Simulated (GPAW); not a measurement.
# PdAu3 (I4/mmm) in GPAW: reference runs

How does PdAu3 come out in PBEsol? The cell is run as given.

Program: GPAW 26.7.0. These are calculated values, not measurements. Logs are shortened: lines on timing, memory, paths and dates and some standing lists are left out, and cuts for length are marked. The log counts tension as positive stress, the text compression.

## Step 1: Starting point

The structure is tetragonal, space group I4/mmm (No. 139). The conventional cell has a = 4.105 Å, b = 4.105 Å, c = 8.005 Å, α = 90.00°, β = 90.00°, γ = 90.00°. Around Au (site symmetry 4/mmm) lie 8 Au at 2.87 Å and 4 Pd at 2.90 Å. Au (site symmetry -4m2) has 8 Au at 2.87 to 2.90 Å and 4 Pd at 2.87 Å as nearest neighbours. Around Pd (site symmetry 4/mmm) lie 12 Au at 2.87 to 2.90 Å.

The cell comes from a database or a generator and needn't be the stable form of this composition.

## Step 2: Single point, PBEsol

The input, run.py:

```python
from ase import Atoms
from ase.dft.bandgap import bandgap
from ase.io import write
from ase.units import Bohr, GPa
from gpaw import GPAW, PW, setup_paths
from gpaw.elf import elf_from_dft_calculation

setup_paths.insert(0, '.')

atoms = Atoms(['Au', 'Au', 'Au', 'Pd'],
              cell=[[-2.05259754, 2.05259754, 4.0026498],
                    [2.05259754, -2.05259754, 4.0026498],
                    [2.05259754, 2.05259754, -4.0026498]],
              scaled_positions=[[0.5, 0.5, 0.0],
                                [0.25, 0.75, 0.5],
                                [0.75, 0.25, 0.5],
                                [0.0, 0.0, 0.0]],
              pbc=True)

calc = GPAW(mode=PW(600),
            xc='PBEsol',
            kpts={'size': (9, 9, 9), 'gamma': True},
            occupations={'name': 'fermi-dirac', 'width': 0.05},
            nbands=45,
            convergence={'density': 1e-05, 'energy': 1e-05},
            maxiter=150,
            txt='gpaw.txt')
atoms.calc = calc
energy = atoms.get_potential_energy()
forces = atoms.get_forces()
stress = atoms.get_stress()
calc.write('gs.gpw')
write('result.traj', atoms)
print(f'Energy: {energy:.6f} eV')
print('Forces (eV/A):')
print(forces.round(4))
print('Stress (GPa):', (stress / GPa).round(3))
print('Fermi level:', round(calc.get_fermi_level(), 4), 'eV')
print(f'Gap: {bandgap(calc)[0]:.4f} eV, direct: {bandgap(calc, direct=True)[0]:.4f} eV')

# fields on the real-space grid
write('density.cube', atoms, data=calc.get_pseudo_density() * Bohr**3)
write('potential.cube', atoms, data=calc.get_electrostatic_potential())
write('elf.cube', atoms, data=elf_from_dft_calculation(calc).data)
```

Potentials or basis: PAW data sets generated in the run's folder for this functional, pw.

Started as:

```console
> gpaw-setup -f PBEsol Au Pd
> OMP_NUM_THREADS=1 python run.py
```

gpaw.txt:

```text
__  _  _
 | _ |_)|_||  |
 |__||  | ||/\| - 26.7.0

Input parameters:
  mode=PW(ecut=600.0),
  convergence={'density': 1e-05, 'energy': 1e-05},
  kpts=MonkhorstPack(size=(9, 9, 9), gamma=True),
  maxiter=150,
  nbands=45,
  occupations=Occupations(name='fermi-dirac', width=0.05),
  xc=XC(name='PBEsol')

Diagonalizing LCAO Hamiltonian
Converting LCAO to pw mode

       Au
         Au

            Au

       Pd

Atoms  # Å, Bohr magnetons
|   | symbol |        x |        y |        z |    initial magnetic moments |
|---|--------|----------|----------|----------|-----------------------------|
| 0 |     Au | 0.000000 | 0.000000 | 4.002650 | ( 0.0000,  0.0000,  0.0000) |
| 1 |     Au | 2.052598 | 0.000000 | 2.001325 | ( 0.0000,  0.0000,  0.0000) |
| 2 |     Au | 0.000000 | 2.052598 | 2.001325 | ( 0.0000,  0.0000,  0.0000) |
| 3 |     Pd | 0.000000 | 0.000000 | 0.000000 | ( 0.0000,  0.0000,  0.0000) |

Unit cell  # Å
| periodic |         x |         y |         z |  lengths |     angles |
|----------|-----------|-----------|-----------|----------|------------|
|      yes | -2.052598 |  2.052598 |  4.002650 | 4.944443 | 130.944717 |
|      yes |  2.052598 | -2.052598 |  4.002650 | 4.944443 | 130.944717 |
|      yes |  2.052598 |  2.052598 | -4.002650 | 4.944443 |  71.900926 |

Number of symmetries: 16
Symmetry operations  # r_c * U_cc + t_c -> r_c
|    | kind |            matrix            |
|----|------|------------------------------|
|  0 |  σ   |  1, 1, 1,  0, 0,-1,  0,-1, 0 |
|  1 |  C4  |  1, 1, 1,  0, 0,-1, -1, 0, 0 |
|  2 |  E   |  1, 0, 0,  0, 1, 0,  0, 0, 1 |
|  3 |  σ   |  1, 0, 0,  0, 1, 0, -1,-1,-1 |
|  4 |  σ   |  0, 1, 0,  1, 0, 0,  0, 0, 1 |
|  5 |  C2  |  0, 1, 0,  1, 0, 0, -1,-1,-1 |
|  6 |  C2  |  0, 0, 1, -1,-1,-1,  1, 0, 0 |
|  7 |  S4  |  0, 0, 1, -1,-1,-1,  0, 1, 0 |
|  8 |  C4  |  0, 0,-1,  1, 1, 1,  0,-1, 0 |
|  9 |  σ   |  0, 0,-1,  1, 1, 1, -1, 0, 0 |
| 10 |  σ   |  0,-1, 0, -1, 0, 0,  1, 1, 1 |
| 11 |  C2  |  0,-1, 0, -1, 0, 0,  0, 0,-1 |
| 12 |  C2  | -1, 0, 0,  0,-1, 0,  1, 1, 1 |
| 13 |  i   | -1, 0, 0,  0,-1, 0,  0, 0,-1 |
| 14 |  S4  | -1,-1,-1,  0, 0, 1,  1, 0, 0 |
| 15 |  C2  | -1,-1,-1,  0, 0, 1,  0, 1, 0 |

BZ-sampling:
  Number of BZ points: 729
  Number of IBZ points: 75

  Monkhorst-Pack size: [9, 9, 9]
  Monkhorst-Pack shift: [0, 0, 0]

K-points  # in reciprocal-cell coordinates
|     |                                coordinates |     weight |
|-----|--------------------------------------------|------------|
|   0 | (  0.00000000,   0.00000000,   0.00000000) | 0.00137174 |
|   1 | (  0.11111111,  -0.11111111,   0.00000000) | 0.00548697 |
|   2 | (  0.11111111,  -0.11111111,   0.11111111) | 0.00548697 |
|   3 | (  0.11111111,   0.00000000,   0.00000000) | 0.01097394 |
|   4 | (  0.11111111,   0.11111111,  -0.11111111) | 0.00274348 |
|   5 | (  0.22222222,  -0.22222222,   0.00000000) | 0.00548697 |
|   6 | (  0.22222222,  -0.22222222,   0.11111111) | 0.01097394 |
|   7 | (  0.22222222,  -0.22222222,   0.22222222) | 0.00548697 |
|   8 | (  0.22222222,  -0.11111111,   0.00000000) | 0.02194787 |
|   9 | (  0.22222222,  -0.11111111,   0.11111111) | 0.01097394 |
| ... |                                            |            |
|  74 | (  0.44444444,   0.44444444,   0.44444444) | 0.01097394 |

Plane wave coefficients: 2272
Cutoff: 600.0 eV

Spin-components: 1 (collinear spins)
Bands:           45
Projectors:      24
Spin-degeneracy: 2
Datatype:        complex128

Parallelization:
  kpt:    1
  domain: 1
  band:   1

Density:
  Valence electrons: 49.0
  Components: 1
  Grid points: [28 28 28]
  Charge: 0.0  # |e|

Potential:
  Grid points: [28 28 28]

species:
  Au:
    name:    Gold
    Z:       79.0
    valence: 11
    core:    68
    charge:  0.0  # [|e|]
    compensation charges:
      type: gauss
      rc: 0.42  # [Å]
      lmax: 2
    cutoffs:
      filter: 2.33  # [Å]
      core: 2.81  # [Å]
    projectors
    | kind |    occ | energy [eV] | rcut [Å] |
    |------|--------|-------------|----------|
    |   6s |  1.000 |      -5.766 |    1.323 |
    |   6p |  0.000 |      -0.708 |    1.323 |
    |   5d | 10.000 |      -6.915 |    1.323 |
    |    s |        |      21.446 |    1.323 |
    |    p |        |      26.504 |    1.323 |
    |    d |        |      20.296 |    1.323 |

    Using partial waves for Au as LCAO basis

  Pd:
    name:    Palladium
    Z:       46.0
    valence: 16
    core:    30
    charge:  0.0  # [|e|]
    compensation charges:
      type: gauss
      rc: 0.38  # [Å]
      lmax: 2
    cutoffs:
      filter: 2.38  # [Å]
      core: 2.28  # [Å]
    projectors
    | kind |    occ | energy [eV] | rcut [Å] |
    |------|--------|-------------|----------|
    |   5s |  0.000 |      -3.290 |    1.228 |
    |   4p |  6.000 |     -51.151 |    1.360 |
    |   5p |  0.000 |      -0.235 |    1.360 |
    |   4d | 10.000 |      -4.049 |    1.228 |
    |    s |        |      23.922 |    1.228 |
    |    d |        |      23.162 |    1.228 |

    Using partial waves for Pd as LCAO basis

Reference energy: -1686527.567353  # eV

eigensolver:
  PPCG
  Converge bands: occupied
  niter=2

density mixing:
  MSR1-Mixer
  Pratt-step length: 0.05
  Maximum mixing coefficient: 0.75
  Old densities: 10
  SVD Regularization: 0.005
  Good broyden scale: 1.0
  Trust region scale: 1.0
  Backstep threshold: 4.0
  History deletion threshold: 6.0
  Fourier metric: weight=20.0, sigma=0.015

occupation numbers:
  Fermi-Dirac:
    width: 0.0500  # eV

poisson solver:
  ecut: 4800.0  # eV

xc functional:
  name: PBEsol with 2 nearest neighbor stencil

convergence criteria:
- Maximum integral of absolute [dens]ity change: 1e-05 electrons / valence electron
- Maximum [total energy] change in last 3 cyles: 1e-05 eV / valence electron
- Maximum integral of absolute [eigenst]ate change: 4e-08 eV^2 / valence electron
maximum number of iterations: 150

SCF iterations
|iter     | |      energy | eigst |  dens |
|---------|-|-------------|-------|-------|
|iter:   1| |  -18.699177 | +0.15 |       |
|iter:   2| |  -17.990818 | -1.80 | -1.02 |
|iter:   3| |  -16.529304 | -1.65 | -1.07 |
|iter:   4| |  -16.389027 | -2.34 | -1.57 |
|iter:   5| |  -16.370394 | -3.69 | -2.07 |
|iter:   6| |  -16.364194 | -3.86 | -2.27 |
|iter:   7| |  -16.364150 | -5.43 | -3.24 |
|iter:   8| |  -16.364167c| -6.36 | -3.73 |
|iter:   9| |  -16.364158c| -7.09 | -4.04 |
|iter:  10| |  -16.364158c| -7.66c| -4.70 |
|iter:  11| |  -16.364157c| -7.91c| -5.09c|

Converged in 11 steps
Energy contributions relative to reference atoms: (reference = -1686527.567353)

Energy contributions:
  Kinetic:         -40.372538
  Coulomb:          30.062123
  Zero:              0.291889
  External:          0.000000
  Xc:               -6.339861
  Entropy:          -0.011543
  Spinorbit:         0.000000
  ----------------------------
  Free energy:     -16.369929
  Extrapolated:    -16.364157

dipole moment: (-13.095963, -13.095963, 1.923053)  # |e|*Ang

Fermi level: 9.073
Eigenvalues  # (at kpt = [0.000, 0.000, 0.000])
| band index |      eig [eV] | occ [0-2] |
|------------|---------------|-----------|
|          0 |       -40.313 |     2.000 |
|        ... |               |           |
|         16 |         6.289 |     2.000 |
|         17 |         6.511 |     2.000 |
|         18 |         7.618 |     2.000 |
|         19 |         7.703 |     2.000 |
|         20 |         8.083 |     2.000 |
|         21 |         8.362 |     2.000 |
|         22 |         8.362 |     2.000 |
|         23 |         8.651 |     2.000 |
|         24 |        11.096 |     0.000 |
|         25 |        14.201 |     0.000 |
|         26 |        15.033 |     0.000 |
|         27 |        15.847 |     0.000 |
|         28 |        15.847 |     0.000 |
|         29 |        16.383 |     0.000 |
|         30 |        16.383 |     0.000 |
|         31 |        17.520 |     0.000 |
|        ... |               |           |
|         44 |        34.573 |     0.000 |

No gap
No difference between direct/indirect transitions

Forces  # eV/Ang
|        x |        y |        z |
|----------|----------|----------|
|  0.00000 |  0.00000 | -0.00000 |  # Au   0
|  0.00000 | -0.00000 |  0.00000 |  # Au   1
| -0.00000 | -0.00000 |  0.00000 |  # Au   2
|  0.00000 |  0.00000 |  0.00000 |  # Pd   3

Stress tensor  # eV/Ang^3
|        x |        y |        z |
|----------|----------|----------|
| 0.019074 | 0.000000 | 0.000000 |
| 0.000000 | 0.019074 | 0.000000 |
| 0.000000 | 0.000000 | 0.018526 |

# Writing to gs.gpw (mode='')
```

It took 2.7 min on 1 thread of Arm Neoverse V2, shared host; peak memory 0.32 GiB.

Results:

```yaml
Free_energy: -16.3699 eV
Pressure: -3.0 GPa
Band_gap_on_the_k_mesh: none (metal or under the smearing width)
```

Caveat: with this Au data set, volumes or pressures lay over 1.5 % or 2 GPa off other programs in two to four cells of ten. Spin-orbit coupling is left out, which matters for the levels of Au.
